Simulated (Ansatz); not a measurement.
# Al2Pt: how the settings move a single-point run

How sensitive is a single-point run of Al2Pt to its settings? A reference run comes first, then one run with altered input.

Computed with Ansatz 0.2.0 (reference: DFT, PBE, all-electron LAPW, scalar-relativistic, unless a step's input says otherwise).

### Step 1. The structure to begin with

The structure is cubic, space group Fm-3m (No. 225). The conventional cell has a = 5.947 Å, b = 5.947 Å, c = 5.947 Å, α = 90.00°, β = 90.00°, γ = 90.00°. Around Al (site symmetry -43m) lie 4 Pt at 2.58 Å. Around Pt (site symmetry m-3m) lie 8 Al at 2.58 Å.

Coordinates:

```
CELL_PARAMETERS angstrom
0.00000 2.97353 2.97353
2.97353 0.00000 2.97353
2.97353 2.97353 0.00000
ATOMIC_POSITIONS crystal
Al 0.25000 0.25000 0.25000
Al 0.75000 0.75000 0.75000
Pt 0.00000 0.00000 0.00000
```

### Step 2. Reference

input.yaml

```yaml
crystal:
  lattice:
    - [0.0, 2.9735292329, 2.9735292329]
    - [2.9735292329, 0.0, 2.9735292329]
    - [2.9735292329, 2.9735292329, 0.0]
  atoms:
    - { symbol: Al, position: [0.25, 0.25, 0.25] }
    - { symbol: Al, position: [0.75, 0.75, 0.75] }
    - { symbol: Pt, position: [0.0, 0.0, 0.0] }
kpoints:
  mp_grid: { grid: [11, 11, 11] }
  band_path:
    path:
      - [0.0, 0.0, 0.0]
      - [0.5, 0.0, 0.5]
      - [0.625, 0.25, 0.625]
      - [0.375, 0.375, 0.75]
      - [0.0, 0.0, 0.0]
      - [0.5, 0.5, 0.5]
      - [0.5, 0.25, 0.75]
      - [0.5, 0.0, 0.5]
    npoints: 14
scf:
  occupations: { method: fermi_dirac, width: 0.05 }
hamiltonian:
  xc: pbe
  pseudopotentials: { kind: all_electron, lapw: { basis_error: 0.0005 } }
output:
  forces: true
  stress: true
  eigenvalues: true
  populations: true
```

Command:

```bash
$ ansatz run input.yaml --threads 1 --pin off --max-ram 3072MiB --backend cpu --events-out ev --progress --plain --runs-dir out
```

### Step 3. Changed: mixing.algorithm anderson, mixing.beta 0.3, spin_polarized true

Edit input.yaml of step 2 so:

```diff
@@ -24,2 +24,3 @@
   occupations: { method: fermi_dirac, width: 0.05 }
+  mixing: { algorithm: anderson, beta: 0.3 }
 hamiltonian:
@@ -32 +33,3 @@
   populations: true
+magnetization:
+  spin_polarized: true
```

**Question.** What will these runs give? Wanted: for each run, ending; energy change; pressure; gap; force.

The runs gave:

```tsv
run	ending	energy change	pressure (GPa)	gap (eV)	force (eV/Å)	cycles	time
reference	converged	0	0.0	0.00	0.00	7	54 s
1: mixing.algorithm anderson, mixing.beta 0.3, spin_polarized true	converged	0.0 meV/atom	0.0	0.00	0.00	15	2.6 min
```

Residual by cycle in the longest SCF loop of each run; runs are numbered as in the table. The quantity is the density residual dr2, in eV.

```tsv
cycle	reference	run 1
1	0.212	0.266
2	0.0741	0.212
4	0.00101	0.218
5	7.0e-5	0.0782
6	1.3e-6	0.0203
7	3.5e-8	0.0165
9	-	3.4e-4
10	-	2.3e-4
11	-	2.0e-5
12	-	2.2e-6
14	-	2.5e-7
15	-	1.9e-8
```

What this shows: With the changed mixing and spin polarisation the energy stays within 0.5 meV/atom: no moment was seeded, so none could form, and both runs end non-magnetic.
